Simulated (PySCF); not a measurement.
# C6H12F2: the cost of one run

Computed with PySCF 2.14.0 and routines of our own; the level stands in each step. Atoms count from 0.

## (1) The system as given

20 atoms, charge 0, multiplicity 1; geometry from: GFN2-xTB.

## (2) Magnetic properties: GIAO PBE0/pcSseg-1

Job settings and geometry (Å):

```
{"job": {"kind": "mag", "xc": "PBE0", "basis": "pcSseg-1", "isotopologues": 2}, "charge": 0, "multiplicity": 1}
C      2.817853     0.112975    -0.298877
C      1.443200     0.644557     0.090171
C      0.376476    -0.439908    -0.047292
C     -1.012131    -0.010122     0.438984
C     -1.930184    -1.225012     0.588422
F     -1.993582    -1.928113    -0.591167
C     -1.658157     0.995562    -0.512629
F     -2.794607     1.518687     0.059653
H      2.806828    -0.253634    -1.322859
H      3.110181    -0.706342     0.353871
H      3.567468     0.896578    -0.221562
H      1.198547     1.494965    -0.548021
H      1.468537     0.999803     1.122958
H      0.688512    -1.308935     0.536877
H      0.305483    -0.755879    -1.089941
H     -0.931019     0.456832     1.426189
H     -1.554272    -1.918180     1.347174
H     -2.953100    -0.920522     0.830796
H     -0.998819     1.842509    -0.718249
H     -1.962363     0.514856    -1.447533
```

Method: GIAO PBE0/pcSseg-1 magnetisability, rotational g tensor and spin-rotation constants, non-relativistic, gas phase.

Command:

```console
$ OMP_NUM_THREADS=1 python excited_run.py task.json out
```

This one command runs all jobs of the session in turn.

**Question.** How long does this first job take on 1 thread of Arm Neoverse V1, shared host, and how much memory does it need?

About 36 s, with a peak of 0.86 GiB.
